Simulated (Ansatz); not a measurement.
Crystal: PtSe.

```xyz
2
Lattice="0.0000 2.7984 2.7984 2.7984 0.0000 2.7984 2.7984 2.7984 0.0000" Properties=species:S:1:pos:R:3 pbc="T T T"
Pt    2.7984    2.7984    2.7984
Se    0.0000    0.0000    0.0000
```

The cell comes from a database or a generator and needn't be the stable form of this composition.

```yaml
Program: Ansatz 0.2.0
Task: relaxation of cell and atoms
Functional: HSE03
Potentials_or_basis: Ansatz PAW
Cutoff: "420 eV (not typed: the program's choice for these potentials)"
k_mesh: 4 × 4 × 4
Occupations: fermi-dirac, width 0.05 eV
Spin: no spin polarisation
```

At the start: volume 21.91 Å³/atom.

Where does the relaxation end?

It ends after 6 steps and the volume is 18.02 Å³/atom (-17.8 %); space group Fm-3m (No. 225, to 0.05 Å).

Step by step:
| step | energy change (eV) | largest force (eV/Å) | volume (Å³) |
| --- | --- | --- | --- |
| 1 | 0.0000 | 0.0000 | 43.83 |
| 2 | -0.4511 | 0.0000 | 37.73 |
| 3 | -0.4727 | 0.0000 | 35.15 |
| 4 | -0.4824 | 0.0000 | 36.07 |
| 5 | -0.4824 | 0.0000 | 36.04 |
| 6 | -0.4802 | 0.0000 | 36.04 |

Final structure:
```
Pt Se
1.0
     0.00000    2.62168    2.62168
     2.62168    0.00000    2.62168
     2.62168    2.62168    0.00000
Pt Se
1 1
Cartesian
  2.6217 2.6217 2.6217
  0.0000 0.0000 0.0000
```

Caveat: the k mesh is coarse (spacing up to 0.49 Å⁻¹), so the values aren't converged, least of all with exact exchange; the volume moved by over 15 % at a fixed basis, so the end points are rough; the plane-wave basis is chosen anew once the cell has moved, so the energies of steps on either side of that aren't comparable; the PAW data sets come from PBE, with cores solved anew for the run's functional, which leaves a small shift of forces and pressure.
